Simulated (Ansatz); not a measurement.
# CBF₅: basis-set convergence

The task here is to estimate one member of a computed series from the others.

Program: Ansatz 0.2.0, Gaussian basis. Level of theory: one geometry, several basis sets. These are calculated values, not measurements.

Plan: PBE0-D4/def2-SVP; ωB97M-V/def2-SVP; PBE0-D4/def2-QZVPP; ωB97M-V/def2-QZVPP; the functionals' def2-TZVPP values are taken from earlier runs.

## Structure used throughout

An earlier PBE0-D4 in a triple-zeta def2 set relaxation fixed the geometry.

SMILES `FB(F)C(F)(F)F`, 7 atoms, charge 0, spin multiplicity 1.

Atoms are counted from 1 here; the program's logs count them from 0.

Bond lengths: F1–B2 1.305 Å, B2–F3 1.306 Å, B2–C4 1.615 Å, C4–F5 1.343 Å, C4–F6 1.343 Å, C4–F7 1.335 Å. Angles: F1–B2–F3 120.3°, F1–B2–C4 120.7°, F3–B2–C4 119.1°, B2–C4–F5 110.6°, B2–C4–F6 110.6°, B2–C4–F7 112.8°, F5–C4–F6 107.4°, F5–C4–F7 107.6°, F6–C4–F7 107.6°.

Coordinates:

```xyz
7
CBF5
F     1.24281   -1.38894    0.66570
B     0.08245   -0.88345    0.34901
F    -1.00782   -1.58142    0.51871
C    -0.02762    0.60979   -0.25701
F    -0.59439    0.58513   -1.47391
F    -0.79425    1.38307    0.52847
F     1.16013    1.20782   -0.37677
```

Set-up of the first run:

File in.yaml:

```yaml
crystal:
  periodic: [false, false, false]
  atoms:
    - {symbol: F, position_ang: [1.242809, -1.388940, 0.665705]}
    - {symbol: B, position_ang: [0.082445, -0.883454, 0.349006]}
    - {symbol: F, position_ang: [-1.007819, -1.581419, 0.518709]}
    - {symbol: C, position_ang: [-0.027619, 0.609792, -0.257007]}
    - {symbol: F, position_ang: [-0.594392, 0.585126, -1.473913]}
    - {symbol: F, position_ang: [-0.794251, 1.383072, 0.528469]}
    - {symbol: F, position_ang: [1.160127, 1.207822, -0.376769]}
basis:
  gaussian: {orbitals: def2-SVP}
hamiltonian: {xc: pbe0, dispersion: d4}
output: {orbitals: {seedname: orbitals}}
```

Launch:

```bash
$ ansatz run in.yaml --threads 4 --pin off --events-out ev --progress --plain --max-ram 10444MiB
```

Among the steps run: PBE0-D4 in def2-SVP; ωB97M-V in def2-SVP; PBE0-D4 in def2-QZVPP; ωB97M-V in def2-QZVPP.

One table of the session follows, with a row left open; its other results are not shown here.

It belongs to the step «Density functionals: the series». 

| functional | basis | HOMO (eV) |
| --- | --- | --- |
| PBE0-D4 | def2-SVP | -10.49 |
| PBE0-D4 | def2-TZVPP | -10.66 |
| PBE0-D4 | def2-QZVPP | ? |
| ωB97M-V | def2-SVP | -12.86 |
| ωB97M-V | def2-TZVPP | -13.05 |
| ωB97M-V | def2-QZVPP | -13.09 |

Estimate the missing values for PBE0-D4, def2-QZVPP.

As computed: HOMO (eV): -10.70. In the column «HOMO (eV)» it lies between ωB97M-V, def2-SVP (-12.86) and PBE0-D4, def2-TZVPP (-10.66).
